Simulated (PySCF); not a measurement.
# C2H7B2Br (SMILES BCB(C)Br): levels of theory compared

We compute a comparison of 6 runs (HF/def2-SVP, B3LYP/6-31G*, PBE0/def2-SVP, MP2/6-311G**, CCSD/STO-3G) of C2H7B2Br. 

The calculation is run with PySCF 2.14.0.

### 1 The molecule

The species is C2H7B2Br (12 atoms), meant as a singlet with charge 0. As SMILES, `BCB(C)Br`. Geometry: relaxed at GFN2-xTB. This is one conformer, not always the lowest.

Bond lengths: B1–C2 1.573 Å, C2–B3 1.578 Å, B3–C4 1.575 Å, B3–Br5 1.884 Å, B1–H6 1.169 Å, B1–H7 1.170 Å, C2–H8 1.090 Å, C2–H9 1.091 Å, C4–H10 1.088 Å, C4–H11 1.093 Å, C4–H12 1.091 Å. Some angles: B1–C2–B3 106.4°, C2–B3–C4 122.5°, C2–B3–Br5 118.9°, C4–B3–Br5 118.6°, B1–C2–H8 110.5°, B1–C2–H9 110.5°, B3–C2–H8 109.8°, B3–C2–H9 110.4°, C2–B1–H6 120.3°, C2–B1–H7 119.7°.

### 2 Energy and gradient at HF/def2-SVP (run 1)

The input, calc.py:

```python
from pyscf import gto

molecule = gto.Mole()
molecule.atom = '''
B     -3.265900     1.207441     0.839038
C     -0.565538     0.671269     1.959854
B      1.305328     0.567164    -0.360843
C      2.036501    -1.982682    -1.710769
Br     2.724248     3.602914    -1.564221
H     -3.999435     3.281604     0.640334
H     -4.501214    -0.473490     0.107223
H     -0.541936    -1.132399     2.956174
H     -0.014381     2.171995     3.261932
H      0.698556    -3.504932    -1.360716
H      3.870405    -2.635866    -1.018109
H      2.253347    -1.773017    -3.749897
'''
molecule.unit = 'bohr'
molecule.charge = 0
molecule.basis = 'def2-svp'
molecule.spin = 0
molecule.max_memory = 1860
molecule.verbose = 4
molecule.build()

calc0 = molecule.RHF()
calc0.conv_tol = 1e-10
calc0.kernel()
if not calc0.converged:
    calc0 = calc0.newton().run(calc0.mo_coeff, calc0.mo_occ)

e_final = calc0.e_tot
print('E = %.10f Eh' % e_final)
grad = calc0.nuc_grad_method().kernel()
calc0.analyze()
```

Launch:

```
$ OMP_NUM_THREADS=1 python calc.py
```

The log of the run:

```text
PySCF version 2.14.0

[... 82 lines left out ...]
Total Energy =                       -2701.225498144770881
[... 17 lines left out ...]
MO #11  energy= -7.43760912708347  occ= 2
[... 15 lines left out ...]
MO #27  energy= -0.509839786286571 occ= 2
[... 15 lines left out ...]
MO #43  energy= 0.329914899757799  occ= 0
[... 15 lines left out ...]
MO #59  energy= 0.772780256011694  occ= 0
[... 15 lines left out ...]
MO #75  energy= 1.12077575262829   occ= 0
[... 15 lines left out ...]
MO #91  energy= 1.86518435618467   occ= 0
[... 15 lines left out ...]
MO #107 energy= 2.73240693067882   occ= 0
[... 15 lines left out ...]
MO #123 energy= 4.18353678643904   occ= 0
[... 138 lines left out ...]
Dipole moment(X, Y, Z, Debye): -0.18444, -1.40205,  0.70827
```

Wall time 27 s (1 thread of Intel Xeon at 2.70GHz, shared host); peak memory 0.34 GiB.

### 3 Energy and forces at B3LYP/6-31G(d) (spherical functions) (run 2)

The input, geometry.xyz:

```xyz
12
C2H7B2Br
B     -1.728240     0.638950     0.444000
C     -0.299270     0.355220     1.037110
B      0.690750     0.300130    -0.190950
C      1.077670    -1.049190    -0.905300
Br     1.441610     1.906580    -0.827750
H     -2.116410     1.736550     0.338850
H     -2.381940    -0.250560     0.056740
H     -0.286780    -0.599240     1.564340
H     -0.007610     1.149370     1.726140
H      0.369660    -1.854730    -0.720060
H      2.048130    -1.394840    -0.538760
H      1.192420    -0.938240    -1.984360
```

The input, job.py:

```python
# BCB(C)Br
from pyscf import gto, dft

molecule = gto.Mole()
molecule.atom = 'geometry.xyz'
molecule.basis = '6-31g*'
molecule.spin = 0
molecule.verbose = 3
molecule.max_memory = 1860
molecule.build()

mf = dft.RKS(molecule)
mf.xc = 'b3lyp'
mf.conv_tol = 1e-10
mf.grids.level = 5
mf.kernel()
if not mf.converged:
    mf = mf.newton().run(mf.mo_coeff, mf.mo_occ)

e_tot = mf.e_tot
print('E = %.10f Eh' % e_tot)
grad = mf.nuc_grad_method().kernel()
mf.analyze()
```

Launch:

```
$ OMP_NUM_THREADS=1 python job.py
```

The log of the run:

```text
converged SCF energy = -2704.03580665427
[... 15 lines left out ...]
MO #6   energy= -10.1603621833268  occ= 2
[... 11 lines left out ...]
MO #18  energy= -2.61718886897536  occ= 2
[... 11 lines left out ...]
MO #30  energy= -0.325201976458926 occ= 2
[... 11 lines left out ...]
MO #42  energy= 0.22167683177584   occ= 0
[... 11 lines left out ...]
MO #54  energy= 0.491791082301047  occ= 0
[... 11 lines left out ...]
MO #66  energy= 0.859596325477423  occ= 0
[... 11 lines left out ...]
MO #78  energy= 1.31658601779609   occ= 0
[... 11 lines left out ...]
MO #90  energy= 2.1327130955489    occ= 0
[... 11 lines left out ...]
MO #102 energy= 4.97208703180963   occ= 0
[... 13 lines left out ...]
Dipole moment(X, Y, Z, Debye):  0.02180, -1.38427,  0.71915
```

Run time: 96 s. Hardware: 1 thread of Intel Xeon at 2.70GHz, shared host; peak memory 1 GiB.

### 4 Energy and forces at B3LYP/6-31G(d) (Cartesian functions) (run 3)

The input, job.py:

```python
import pyscf.grad
from pyscf import gto, dft

mol = gto.Mole()
mol.atom = '''
B     -3.265900     1.207441     0.839038
C     -0.565538     0.671269     1.959854
B      1.305328     0.567164    -0.360843
C      2.036501    -1.982682    -1.710769
Br     2.724248     3.602914    -1.564221
H     -3.999435     3.281604     0.640334
H     -4.501214    -0.473490     0.107223
H     -0.541936    -1.132399     2.956174
H     -0.014381     2.171995     3.261932
H      0.698556    -3.504932    -1.360716
H      3.870405    -2.635866    -1.018109
H      2.253347    -1.773017    -3.749897
'''
mol.basis = '6-31g*'
mol.unit = 'bohr'
mol.verbose = 4
mol.max_memory = 1860
mol.cart = True
mol.charge = 0
mol.build()

mf = dft.RKS(mol, xc='b3lyp')
mf.conv_tol = 1e-10
mf.grids.level = 5
mf.kernel()
if not mf.converged:
    mf = mf.newton().run(mf.mo_coeff, mf.mo_occ)

e_final = mf.e_tot
print('E(%s) = %.9f' % ('B3LYP', e_final))
grad = mf.Gradients().kernel()
dip = mf.dip_moment()
pop, q = mf.mulliken_pop()
```

Launch:

```
$ OMP_NUM_THREADS=1 python job.py
```

The log of the run:

```text
PySCF version 2.14.0

[... 83 lines left out ...]
converged SCF energy = -2704.04655889397
[... 13 lines left out ...]
Dipole moment(X, Y, Z, Debye):  0.01873, -1.38416,  0.71878
[... 122 lines left out ...]
charge of   11H =      0.17172
```

Wall time 95 s (1 thread of Intel Xeon at 2.70GHz, shared host); peak memory 1.1 GiB.

Runs 4 to 5 aren't shown in full; the table further down has their settings and results.

### 5 A single-point energy at CCSD/STO-3G (run 6)

The input, input.py:

```python
from pyscf import gto, scf, cc

mol = gto.M(
    atom='''
B     -1.728240     0.638950     0.444000
C     -0.299270     0.355220     1.037110
B      0.690750     0.300130    -0.190950
C      1.077670    -1.049190    -0.905300
Br     1.441610     1.906580    -0.827750
H     -2.116410     1.736550     0.338850
H     -2.381940    -0.250560     0.056740
H     -0.286780    -0.599240     1.564340
H     -0.007610     1.149370     1.726140
H      0.369660    -1.854730    -0.720060
H      2.048130    -1.394840    -0.538760
H      1.192420    -0.938240    -1.984360
''',
    spin=0,
    basis='sto-3g',
    verbose=3,
    max_memory=1860,
)

mf = scf.RHF(mol)
mf.conv_tol = 1e-10
mf.kernel()
if not mf.converged:
    mf = mf.newton().run(mf.mo_coeff, mf.mo_occ)

mycc = cc.CCSD(mf, frozen=13)
mycc.kernel()
energy = mycc.e_tot
print('E = %.10f Eh' % energy)
dip = mf.dip_moment()
pop, q = mf.mulliken_pop()
```

Launch:

```
$ OMP_NUM_THREADS=1 python input.py
```

The log of the run:

```text
converged SCF energy = -2672.3528718994
E(CCSD) = -2672.585747107538  E_corr = -0.2328752081374815
E = -2672.5857471075 Eh
Dipole moment(X, Y, Z, Debye): -0.24532, -1.29255,  0.66076
 ** Mulliken pop  **
pop of  0 B 1s            1.99095
pop of  0 B 2s            0.98359
pop of  0 B 2px           0.68315
pop of  0 B 2py           0.89310
pop of  0 B 2pz           0.20223
pop of  1 C 1s            1.99175
pop of  1 C 2s            1.20817
pop of  1 C 2px           1.10987
pop of  1 C 2py           0.99493
pop of  1 C 2pz           1.02772
pop of  2 B 1s            1.99043
pop of  2 B 2s            0.96234
pop of  2 B 2px           0.43766
pop of  2 B 2py           0.72428
pop of  2 B 2pz           0.57505
pop of  3 C 1s            1.99189
pop of  3 C 2s            1.20230
pop of  3 C 2px           1.01773
pop of  3 C 2py           1.05967
pop of  3 C 2pz           1.02480
pop of  4 Br 1s           2.00000
pop of  4 Br 2s           1.99976
pop of  4 Br 3s           1.99951
pop of  4 Br 4s           1.93862
pop of  4 Br 2px          1.99994
pop of  4 Br 2py          1.99985
pop of  4 Br 2pz          1.99996
pop of  4 Br 3px          1.99692
pop of  4 Br 3py          1.99170
pop of  4 Br 3pz          1.99774
pop of  4 Br 4px          1.81275
pop of  4 Br 4py          1.51189
pop of  4 Br 4pz          1.86456
pop of  4 Br 3dxy         1.99921
pop of  4 Br 3dyz         1.99939
pop of  4 Br 3dz^2        1.99972
pop of  4 Br 3dxz         1.99986
pop of  4 Br 3dx2-y2      1.99941
pop of  5 H 1s            1.06591
pop of  6 H 1s            1.06961
pop of  7 H 1s            0.93896
pop of  8 H 1s            0.93734
pop of  9 H 1s            0.93903
pop of  10 H 1s           0.93100
pop of  11 H 1s           0.93578
 ** Mulliken atomic charges  **
charge of    0B =      0.24697
charge of    1C =     -0.33244
charge of    2B =      0.31025
charge of    3C =     -0.29639
charge of    4Br =     -0.11076
charge of    5H =     -0.06591
charge of    6H =     -0.06961
charge of    7H =      0.06104
charge of    8H =      0.06266
charge of    9H =      0.06097
charge of   10H =      0.06900
charge of   11H =      0.06422
```

Run time: 2.8 s. Hardware: 1 thread of Intel Xeon at 2.70GHz, shared host; peak memory 0.12 GiB.

### 6 The series

```csv
run,level,integration grid,Cartesian functions,energy (Eh),dipole moment (D) of the reference,HOMO energy (eV),LUMO energy (eV),wall time
1,HF/def2-SVP,–,no,-2701.225498,1.58,-10.84,1.73,27 s
2,B3LYP/6-31G* (spherical functions),5,no,-2704.035807,1.56,-7.58,-1.88,96 s
3,B3LYP/6-31G* (Cartesian functions),5,yes,-2704.046559,1.56,-7.58,-1.88,95 s
4,PBE0/def2-SVP,5,no,-2703.432012,1.40,-7.89,-1.89,91 s
5,MP2/6-311G**,–,no,-2702.372559,1.69,-10.88,1.71,2.4 min
6,CCSD/STO-3G,–,no,-2672.585747,1.47,-8.39,5.51,2.8 s
```

### 7 Summary of results

| quantity | value |
| --- | --- |
| run 6: total energy | -2672.58575 Eh |
| run 6: dipole moment (Hartree–Fock density) | 1.47 D |
| run 6: HOMO energy (Hartree–Fock orbitals) | -8.39 eV |
| run 6: LUMO energy (Hartree–Fock orbitals) | 5.51 eV |
| run 6: HOMO–LUMO gap (Hartree–Fock orbitals) | 13.91 eV |
| run 6: correlation energy (13 core orbitals frozen) | -232.9 mEh |
| run 6: T1 diagnostic | 0.010 |

In words: Over runs 1, 2, 3, 4 the dipole moment (its size) runs from 1.40 D (PBE0/def2-SVP) to 1.58 D (HF/def2-SVP). Over runs 1, 2, 3, 4 the HOMO–LUMO gap runs from 5.69 eV (B3LYP/6-31G*) to 12.58 eV (HF/def2-SVP). The two ends differ in method and basis. Totals of different functionals can't be ranked against each other. In run 6 the basis is minimal, so the values are rough. All runs together took 7.6 min, the longest 2.4 min.
